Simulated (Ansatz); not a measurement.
# Cl₂FOSi radical: one species, many methods

One table from this session's results is given with a row withheld; the runs are named, their logs left out.

Computed with Ansatz 0.2.0, Gaussian basis. Level: functionals in def2-TZVPP, the program's frozen cores in correlated methods.

Plan: LDA (SPW92), PBE-D4, revPBE-D4, BLYP-D4, r2SCAN-D4, B97M-V, PBE0-D4, B3LYP-D4, r2SCANh-D4, r2SCAN0-D4, HSE06-D4, BHLYP-D4, CAM-B3LYP-D4, LC-ωPBE, ωB97X-V, ωB97M-V, B2PLYP, PBE-QIDH; CCSD(T)/def2-SVP; CCSD(T)/def2-TZVPP; MP2/def2-QZVPP; extrapolation to the limit; RPA on PBE.

## The relaxed structure

All runs share one geometry, relaxed beforehand with PBE0-D4 in a triple-zeta def2 set.

SMILES `[O][Si](F)(Cl)Cl`, 5 atoms, charge 0, spin multiplicity 2.

Atoms are counted from 1 here; the program's logs count them from 0.

Bond lengths: O1–Si2 1.643 Å, Si2–F3 1.574 Å, Si2–Cl4 2.012 Å, Si2–Cl5 2.011 Å. Angles: O1–Si2–F3 113.3°, O1–Si2–Cl4 105.6°, O1–Si2–Cl5 107.2°, F3–Si2–Cl4 108.3°, F3–Si2–Cl5 107.9°, Cl4–Si2–Cl5 114.8°.

Coordinates:

```xyz
5
Cl2FOSi
O     1.20518   -1.12089    0.35102
Si    0.00199   -0.03732    0.07186
F    -0.94451    0.17552    1.31110
Cl   -1.08860   -0.81584   -1.42850
Cl    0.87574    1.72503   -0.34698
```

The first run:

Contents of in.yaml:

```yaml
crystal:
  periodic: [false, false, false]
  atoms:
    - {symbol: O, position_ang: [1.205179, -1.120893, 0.351019]}
    - {symbol: Si, position_ang: [0.001992, -0.037316, 0.071864]}
    - {symbol: F, position_ang: [-0.944508, 0.175525, 1.311101]}
    - {symbol: Cl, position_ang: [-1.088599, -0.815843, -1.428500]}
    - {symbol: Cl, position_ang: [0.875736, 1.725026, -0.346984]}
basis:
  gaussian: {orbitals: def2-TZVPP}
magnetization: {spin_polarized: true, initial_magnetization: 1}
hamiltonian: {xc: lda}
output: {orbitals: {seedname: orbitals}}
```

Steps of the session up to this table: LDA; PBE-D4 (GGA); revPBE-D4 (GGA); BLYP-D4 (GGA); r2SCAN-D4 (meta-GGA); B97M-V (meta-GGA); PBE0-D4 (hybrid); B3LYP-D4 (hybrid); r2SCANh-D4 (hybrid); r2SCAN0-D4 (hybrid); HSE06-D4 (hybrid); BHLYP-D4 (hybrid); CAM-B3LYP-D4 (range-separated); LC-ωPBE-D4 (range-separated; the results give it without D4); ωB97X-V (range-separated); ωB97M-V (range-separated); B2PLYP (double hybrid); PBE-QIDH (double hybrid).

One table of the session follows, with a row left open; its other results are not shown here.

It belongs to the step «Frontier levels by functional». 

| functional | HOMO (eV) | LUMO (eV) | gap (eV) |
| --- | --- | --- | --- |
| LDA (SPW92) | -7.98 | -7.74 | 0.24 |
| PBE-D4 | -7.96 | -7.23 | 0.73 |
| revPBE-D4 | -7.91 | -7.09 | 0.82 |
| BLYP-D4 | -7.83 | -7.13 | 0.69 |
| r2SCAN-D4 | -8.54 | -6.71 | 1.83 |
| B97M-V | -8.66 | -6.62 | 2.04 |
| PBE0-D4 | -9.88 | -5.69 | 4.18 |
| B3LYP-D4 | -9.56 | -6.20 | 3.36 |
| r2SCANh-D4 | -9.22 | -6.12 | 3.10 |
| r2SCAN0-D4 | -10.18 | -5.21 | 4.97 |
| HSE06-D4 | -9.46 | -6.10 | 3.37 |
| BHLYP-D4 | -11.35 | -3.98 | 7.36 |
| CAM-B3LYP-D4 | -11.36 | -4.63 | 6.73 |
| LC-ωPBE | ? | ? | ? |
| ωB97X-V | -12.40 | -3.50 | 8.90 |
| ωB97M-V | -12.26 | -3.49 | 8.77 |

Estimate the missing values for LC-ωPBE.

The run gave: HOMO (eV): -12.82; LUMO (eV): -3.20; gap (eV): 9.62. In the column «HOMO (eV)» it is the lowest.
